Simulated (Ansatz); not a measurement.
I need a convergence test of the plane-wave cutoff of Ir, space group Pmma. Use Ansatz 0.2.0 through its Python package. Use (first run): LDA, PAW, cutoff 250 eV, 2×13×4 k-points, cold smearing of 0.1 eV. The script varies cutoff (eV): 250, 350, 450, 550, 650, 750.

```
CELL_PARAMETERS angstrom
12.23846 0.00000 0.00000
0.00000 2.23343 0.00000
0.00000 0.00000 7.19300
ATOMIC_POSITIONS crystal
Ir 0.25000 0.00000 0.16399
Ir 0.75000 0.00000 0.83601
```

`run_ecut.py`
```python
"""Cutoff test for Ir."""

import ansatz as az
from tabulate import tabulate


def main() -> None:
    lattice = az.Lattice.of(
        [12.238455, 0.0, 0.0],
        [0.0, 2.233431, 0.0],
        [0.0, 0.0, 7.193001],
    )
    sites = [
        ("Ir", [0.25, 0.0, 0.163988]),
        ("Ir", [0.75, 0.0, 0.836012]),
    ]
    crystal = az.Crystal(lattice=lattice)
    for symbol, position in sites:
        crystal = crystal.atom(symbol, position)

    base = crystal.calculation()
    base = base.functional("lda")
    base = base.kpoints(length=29)
    base = base.occupations(az.OccupationsMethod.COLD)

    rows = []
    for value in [250, 350, 450, 550, 650, 750]:
        rep = base.basis(value).run().report
        rows.append((value, rep["free_energy_ev"] / len(rep["lattice"]["sites"]), rep["n_iterations"], rep["n_pw"]))

    print(tabulate(rows, headers=["cutoff (eV)", "F/atom (eV)", "iterations", "plane waves"], floatfmt=".4f", tablefmt="grid"))

    # differences from the last row
    for row in rows[:-1]:
        shift = 1000 * (row[1] - rows[-1][1])
        print(f"{row[0]}: {shift:+.2f} meV/atom" + ("  (within 1 meV)" if abs(shift) < 1 else ""))


if __name__ == "__main__":
    main()
```

`python run_ecut.py` gives:
```text
DeckWarning: basis.ecutwfc = 250 eV is below the records' recommended 420 eV, and the density's cutoff is lower with it unless basis.ecutrho_ratio is high enough to keep the records' density cutoff: compare with a run at a higher cutoff
DeckWarning: basis.ecutwfc = 350 eV is below the records' recommended 420 eV, and the density's cutoff is lower with it unless basis.ecutrho_ratio is high enough to keep the records' density cutoff: compare with a run at a higher cutoff
+---------------+---------------+--------------+---------------+
|   cutoff (eV) |   F/atom (eV) |   iterations |   plane waves |
+===============+===============+==============+===============+
|           250 |   -11657.1058 |            8 |          1741 |
+---------------+---------------+--------------+---------------+
|           350 |   -11658.7409 |            8 |          2955 |
+---------------+---------------+--------------+---------------+
|           450 |   -11658.7517 |            9 |          4237 |
+---------------+---------------+--------------+---------------+
|           550 |   -11658.7528 |            9 |          5785 |
+---------------+---------------+--------------+---------------+
|           650 |   -11658.7530 |            8 |          7419 |
+---------------+---------------+--------------+---------------+
|           750 |   -11658.7531 |            8 |          9075 |
+---------------+---------------+--------------+---------------+
250: +1647.34 meV/atom
350: +12.28 meV/atom
450: +1.39 meV/atom
550: +0.29 meV/atom  (within 1 meV)
650: +0.10 meV/atom  (within 1 meV)
```
(Warnings from the package without file and line.)

From 550 eV on it stays within 1 meV an atom of the value at 750 eV; the first row (250 eV) is off by 1647.3 meV and the last but one by 0.10 meV. The energy falls steadily, as expected when plane waves are added. The last run costs about 5.1 times the first.

Caveats:
- Spin is left out of this run.
- The cell holds layers, chains or clusters in vacuum, no bulk phase.
- The mesh is modest for a metal, so energies can be off by several to tens of meV an atom and pressures by half a GPa or more; differences at equal mesh fare better.
- Points of the mesh across the vacuum add cost only.
- Spin-orbit coupling, which matters for elements this heavy, is left out.
- This isn't the structure that Ir takes at ambient conditions.
- Shifts are counted from the last row, which is itself no proven limit.
- Finished in 110 s on 1 thread of Arm Neoverse N1 (shared host), peak memory 0.7 GiB.
